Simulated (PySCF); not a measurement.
# C4H5F3N2: the cost of one run

Computed with PySCF 2.14.0 and routines of our own; the level stands in each step. Atoms count from 0.

## 1. The system as given

14 atoms, charge 0, multiplicity 1; geometry from: GFN2-xTB.

## 2. Magnetic properties: GIAO CAM-B3LYP/pcSseg-1

Job settings and geometry (Å):

```
{"job": {"kind": "mag", "xc": "CAM-B3LYP", "basis": "pcSseg-1", "isotopologues": 0}, "charge": 0, "multiplicity": 1}
C     -0.092715     1.971316    -0.731389
C     -0.575509     0.751279    -0.512895
C      0.128112    -0.338029     0.141046
N     -0.298745    -1.520495     0.404940
N     -1.482987    -1.979606     0.077097
C      1.546439    -0.103802     0.598214
F      1.635003     0.879824     1.517365
F      2.364130     0.263675    -0.408142
F      2.097188    -1.185379     1.153500
H     -0.688321     2.718951    -1.226510
H      0.895946     2.271983    -0.433773
H     -1.579880     0.516886    -0.842971
H     -2.232612    -1.385777    -0.260286
H     -1.716726    -2.861299     0.501638
```

With the program's defaults for keys left out, this is: GIAO CAM-B3LYP/pcSseg-1 magnetisability, rotational g tensor and spin-rotation constants, non-relativistic, gas phase.

The run is started by

```console
$ OMP_NUM_THREADS=1 python excited_run.py task.json out
```

This one command runs all jobs of the session in turn.

Q: Estimate the wall time and peak memory of this first job on 1 thread of Arm Neoverse V1, shared host.

About 38 s, with a peak of 0.84 GiB.
